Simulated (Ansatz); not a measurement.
What does this script print? It uses Ansatz 0.2.0 through its Python package.

Contents of `alru.cif`:
```cif
data_AlRu
_cell_length_a 2.991600
_cell_length_b 2.991600
_cell_length_c 2.991600
_cell_angle_alpha 90.00000
_cell_angle_beta 90.00000
_cell_angle_gamma 90.00000
_symmetry_space_group_name_H-M 'P 1'
_symmetry_Int_Tables_number 1
loop_
_symmetry_equiv_pos_as_xyz
'x, y, z'
loop_
_atom_site_label
_atom_site_type_symbol
_atom_site_fract_x
_atom_site_fract_y
_atom_site_fract_z
Al1 Al    0.000000    0.000000    0.000000
Ru2 Ru    0.500000    0.500000    0.500000
```

Script `scf.py`:
```python
"""SCF run for AlRu."""

from pathlib import Path

import ansatz
from ase.io import read

FUNCTIONAL = "pbesol"
CUTOFF_EV = 450
TOLERANCE = 1e-07

atoms = read("alru.cif")
structure = ansatz.Crystal.from_ase(atoms)

# the calculation
job = (
    structure.calculation()
    .functional(FUNCTIONAL)
    .basis(CUTOFF_EV)
    .kpoints(7)
    .occupations(ansatz.OccupationsMethod.METHFESSEL_PAXTON, width=100 * ansatz.meV)
    .scf(tolerance=TOLERANCE)
    .compute(populations=True)
)
history = []
result = job.session().plan().execute(on_event=lambda event: history.append(event["data"]["dr2_ev"]) if event["event"] == "scf_iter" else None)
report = result.report
print("density residual by iteration (eV):", " ".join(f"{value:.1e}" for value in history[:40]))

print(f"free energy      {report['free_energy_ev']:.5f} eV")
print(f"per atom         {report['free_energy_ev'] / len(result.lattice.sites):.5f} eV")
print(f"SCF iterations   {report['n_iterations']}  (converged: {report['converged']})")

print(len(report["kpoints_frac"]), "irreducible k-points (fractions, weight)")
for k, weight in list(zip(report["kpoints_frac"], report["kweights"]))[:8]:
    print("  {:8.4f} {:8.4f} {:8.4f}".format(*k), f"{weight:10.6f}")

# accept the result only where the loop met its thresholds and nothing is doubted
problems = list(report["published_state_doubts"])
if not report["converged"] or report.get("closed_by") != "deck_thresholds":
    problems.append("loop closed by " + str(report.get("closed_by")))
print("accepted" if not problems else f"check before use: {problems}")

files = Path(result.write_results("tables"))
print((files / "populations.tsv").read_text())
```

```console
$ python scf.py
density residual by iteration (eV): 2.1e-02 7.4e-03 1.1e-04 3.0e-06 8.2e-09 5.4e-11
free energy      -6342.30825 eV
per atom         -3171.15413 eV
SCF iterations   6  (converged: True)
20 irreducible k-points (fractions, weight)
    0.0000   0.0000   0.0000   0.002915
    0.0000   0.0000   0.1429   0.017493
    0.0000   0.0000   0.2857   0.017493
    0.0000   0.0000   0.4286   0.017493
    0.0000   0.1429   0.1429   0.034985
    0.0000   0.1429   0.2857   0.069971
    0.0000   0.1429   0.4286   0.069971
    0.0000   0.2857   0.2857   0.034985
accepted
# site	symbol	l	j	q
# orbitals = lowdin
# n_electrons = 19.000000
# spilling = 0.005004
0	Al	0_3S	-	0.788754
0	Al	1_3P	-	2.086370
1	Ru	0_4S	-	1.911869
1	Ru	0_5S	-	0.505225
1	Ru	1_4P	-	5.979743
1	Ru	2_4D	-	7.632969
```

Reading the output:
- Absolute energies stand on the zero of these potentials, so only differences at equal settings mean something.
- The run is spin-unpolarised.
- The mesh is modest for a metal, so energies can be off by several to tens of meV an atom and pressures by half a GPa or more; differences at equal mesh fare better.
- The starting cell is as deposited in a crystallographic database; the results hold for this polymorph, which needn't be the stable one.
- Timing: 1.8 s on 1 thread of Arm Neoverse V1, with other jobs on the host, peak memory 0.38 GiB.
